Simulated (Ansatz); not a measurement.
**C2H5InO (SMILES C[C](=O)[InH2]) at RPA@PBE/def2-SVP (core potential)**

What is the vertical singlet–triplet gap of C2H5InO at RPA@PBE/def2-SVP (core potential)? 

The results are computed with Ansatz 0.2.0.

62 further runs of the same task are left out: 62 set aside as unsound or not needed.

## 1. The system as given

C2H5InO has 9 atoms, charge 0, and is taken as a singlet. As SMILES, `C[C](=O)[InH2]`. The shape is that of a PBE0-D4/def2-TZVP optimisation.

Bond lengths: C1–C2 1.499 Å, C2–O3 1.209 Å, C2–In4 2.211 Å, C1–H5 1.093 Å, C1–H6 1.095 Å, C1–H7 1.095 Å, In4–H8 1.725 Å, In4–H9 1.725 Å. Some angles: C1–C2–O3 122.1°, C1–C2–In4 127.4°, O3–C2–In4 110.5°, C2–C1–H5 111.2°, C2–C1–H6 109.2°, C2–C1–H7 109.1°, C2–In4–H8 118.8°, C2–In4–H9 118.8°, H5–C1–H6 110.2°, H5–C1–H7 110.2°.

## 2. The energy at RPA@PBE/def2-SVP (core potential)

File run.yaml:

```yaml
crystal:
  periodic: [false, false, false]
  atoms:
    - {symbol: C, position_ang: [0.344400, 1.188000, -0.839100]}
    - {symbol: C, position_ang: [0.607000, -0.087100, -0.096200]}
    - {symbol: O, position_ang: [1.705800, -0.590300, -0.051600]}
    - {symbol: In, position_ang: [-0.847800, -1.304800, 1.038800]}
    - {symbol: H, position_ang: [1.255300, 1.565500, -1.309800]}
    - {symbol: H, position_ang: [-0.427200, 1.011100, -1.595100]}
    - {symbol: H, position_ang: [-0.058700, 1.931600, -0.144300]}
    - {symbol: H, position_ang: [-1.599800, -2.644700, 0.254600]}
    - {symbol: H, position_ang: [-0.978900, -1.069400, 2.742600]}
basis:
  gaussian: {orbitals: def2-SVP}
hamiltonian: {xc: pbe}
correlation: {method: rpa, frozen_orbitals: {C: 1, H: 0, In: 4, O: 1}}
accuracy: high
```

Run with:

```sh
$ ansatz run run.yaml --threads 1 --pin off --max-ram 3480MiB --events-out events.jsonl --progress --plain --runs-dir runs
```

Standard output:

```text
Warning: RAYON_NUM_THREADS=1 ignored (pool sized by the plan → 1); use --threads N
Functional definition: PBE
  name "PBE"
  parameter kappa = 0.804
  parameter beta = 0.06672455060314922
  exchange = pbe_x(kappa = kappa, mu = beta*pi^2/3)
  correlation = pbe_c(beta = beta)
2299 factors; integrals over basis functions are off by at most 8.2e-9 eV
mean field evaluation 1: about -9358.0402 eV, gradient 5.9e1 eV
mean field evaluation 2: about -9358.0314 eV, gradient 5.9e1 eV
mean field evaluation 4: about -9360.9975 eV, gradient 4.9e1 eV
mean field evaluation 8: about -9366.7206 eV, gradient 3.2e-1 eV
mean field evaluation 16: about -9366.7193 eV, gradient 1.7e-4 eV
mean field evaluation 32: about -9303.4307 eV, gradient 8.7e1 eV
mean field -9366.71929346 eV, -344.2205850444 hartree, gradient 4.4e-8 eV, S^2 0.000000; 0 other end points of the search recorded, 0 dependent functions left out
7 core orbitals not correlated: weight in the atoms' cores, before any rotation towards them, 1.000 or more for the frozen orbitals, at most 0.000 for the correlated occupied ones
reference -9319.66701785 eV, -342.4914458087 hartree; 16, 16 occupied and 70, 70 virtual orbitals, 2299 factors
Total energy: -9344.29405326 eV, -343.3964726672 hartree
```

Wall time 17 s (1 thread of Arm Neoverse V2, shared host); peak memory 0.54 GiB.

## 3. The triplet, same level

File molecule.yaml:

```yaml
crystal:
  periodic: [false, false, false]
  atoms:
    - {symbol: C, position_ang: [0.344400, 1.188000, -0.839100]}
    - {symbol: C, position_ang: [0.607000, -0.087100, -0.096200]}
    - {symbol: O, position_ang: [1.705800, -0.590300, -0.051600]}
    - {symbol: In, position_ang: [-0.847800, -1.304800, 1.038800]}
    - {symbol: H, position_ang: [1.255300, 1.565500, -1.309800]}
    - {symbol: H, position_ang: [-0.427200, 1.011100, -1.595100]}
    - {symbol: H, position_ang: [-0.058700, 1.931600, -0.144300]}
    - {symbol: H, position_ang: [-1.599800, -2.644700, 0.254600]}
    - {symbol: H, position_ang: [-0.978900, -1.069400, 2.742600]}
basis:
  gaussian: {orbitals: def2-SVP}
magnetization: {spin_polarized: true, initial_magnetization: 2}
hamiltonian: {xc: {name: PBE}}
correlation: {method: rpa, frozen_orbitals: {C: 1, H: 0, In: 4, O: 1}}
accuracy: high
```

Run with:

```sh
$ ansatz run molecule.yaml --threads 1 --pin off --max-ram 3480MiB --events-out events.jsonl --progress --plain --runs-dir runs
```

Standard output, shortened:

```text
Warning: RAYON_NUM_THREADS=1 ignored (pool sized by the plan → 1); use --threads N
Functional definition: PBE
  name "PBE"
[...]
2299 factors; integrals over basis functions are off by at most 8.2e-9 eV
[...]
mean field -9364.09537408 eV, -344.1241577857 hartree, gradient 5.3e-8 eV, S^2 2.002629; 7 other end points of the search recorded, 0 dependent functions left out
7 core orbitals not correlated: weight in the atoms' cores, before any rotation towards them, 1.000 or more for the frozen orbitals, at most 0.000 for the correlated occupied ones
reference -9316.47400208 eV, -342.3741046437 hartree; 17, 15 occupied and 69, 71 virtual orbitals, 2299 factors
Total energy: -9341.76565268 eV, -343.3035556599 hartree
```

Wall time 49 s (1 thread of Arm Neoverse V2, shared host); peak memory 0.72 GiB.

## 4. What came out

At RPA@PBE/def2-SVP (core potential), 7 core orbitals frozen:

```
                                        quantity          value
                           singlet: total energy  -343.39647 Eh
       singlet: RPA correlation energy (valence)     -905.0 mEh
                           triplet: total energy  -343.30356 Eh
       triplet: RPA correlation energy (valence)     -929.5 mEh
      triplet: ⟨S²⟩ of the reference determinant          2.003
vertical energy of the triplet above the singlet       2.528 eV
```

At this shape the triplet lies 2.53 eV (58 kcal/mol) above the singlet.
